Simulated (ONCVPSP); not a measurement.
# Cr: generating and testing an ONCV potential

Task: generate the file, and judge it by its errors in other configurations, its logarithmic derivatives, its ghosts and its cutoff.

Method: ONCVPSP 4.0.1.1 (patched build), PBEsol, scalar-relativistic.

## Step 1: Starting point

The settings as typed:

| Property | Result |
| --- | --- |
| element | chromium (Cr, Z = 24) |
| type | optimised norm-conserving Vanderbilt (ONCV) |
| frozen core | [Ar] |
| valence charge | 6 |
| reference configuration | 3d5 4s1 |
| partial waves | 4s: rc 1.95 bohr, ncon 3, nbas 6, qcut 3.6 1/bohr, 3 projectors, debl 3.7 Ha; p scattering state at 0.17 Ha: rc 2.05 bohr, ncon 4, nbas 9, qcut 3.6 1/bohr, 2 projectors, debl 1.4 Ha; 3d: rc 1.80 bohr, ncon 4, nbas 9, qcut 7.6 1/bohr, 3 projectors, debl 1.5 Ha |
| local potential | polynomial inside 1.80 bohr (lpopt 5, dvloc0 0 Ha) |
| core correction | polynomial model core, fcfact 0.7 |

## Step 2: The generation run

The input, Cr.dat:

```
# ATOM AND REFERENCE CONFIGURATION
# atsym  z   nc   nv     iexc    psfile
  Cr 24.00    5    2  -116133      upf
#
#   n    l    f
    1    0    2.00
    2    0    2.00
    2    1    6.00
    3    0    2.00
    3    1    6.00
    3    2    5.00
    4    0    1.00
#
# PSEUDOPOTENTIAL AND OPTIMIZATION
# lmax
    2
#
#   l,   rc,      ep,       ncon, nbas, qcut
    0    1.95    0.00    3    6    3.60
    1    2.05    0.17    4    9    3.60
    2    1.80    0.00    4    9    7.60
#
# LOCAL POTENTIAL
# lloc, lpopt,  rc(5),   dvloc0
    4    5    1.80    0.00
#
# VANDERBILT-KLEINMAN-BYLANDER PROJECTORs
# l, nproj, debl
    0    3    3.70
    1    2    1.40
    2    3    1.50
#
# MODEL CORE CHARGE
# icmod, fcfact, rcfact
    1    0.70    0.00
#
# LOG DERIVATIVE ANALYSIS
# epsh1, epsh2, depsh
   -2.00    5.00    0.02
#
# OUTPUT GRID
# rlmax, drl
    6.00    0.01
#
# TEST CONFIGURATIONS
# ncnf
    4
# nvcnf
#   n    l    f
    2
    3    2    5.00
    4    0    0.00
#
    2
    3    2    4.00
    4    0    0.00
#
    2
    3    2    3.00
    4    0    0.00
#
    3
    3    2    5.00
    4    0    0.00
    4    1    1.00
#
```

On the command line:

```console
oncvpsp.x < Cr.dat > Cr.out
```

Q: Predict the outcome of this session. Wanted: cutoffs for 1 and 0.1 mHa per electron, occupied waves; bound ghosts; GHOST(+) flags; largest test error; largest phase difference near zero energy, channels read; rms error of d²Exc/dn², without and with the model core.

As calculated:

| quantity | value |
| --- | --- |
| cutoffs for 1 and 0.1 mHa per electron, occupied waves | 25 Ha and 29 Ha |
| bound ghosts | s at -103.98 eV, p at -27.81 eV |
| GHOST(+) flags | none at low energy |
| largest test error (AE − PS) | -62 meV, for 3d4 4s0 (1 test unsolved) |
| largest phase difference near zero energy, channels read | 0.012 rad |
| rms error of d²Exc/dn², without and with the model core | 10.76 and 2.19 mHa |

**Reading.** It has a bound ghost (s, p), a state that the atom doesn't have, and that rules the file out. The worst unpolarised test, 3d4 4s0, is off by 62 meV on 22.9 eV; by total energies transferability rates as fair where solved. Of the tests 1 gave no usable energy difference, which is a warning in itself. It counts as of middling hardness, with 25 Ha needed at the looser tolerance. At the looser tolerance the 3d wave is the slowest; 4s needs 3 Ha. That counts occupied waves only; other projectors can need more. Near zero energy the phases of the channels with partial waves agree within 0.012 rad. These are tests on the free atom; a crystal test is still owed.
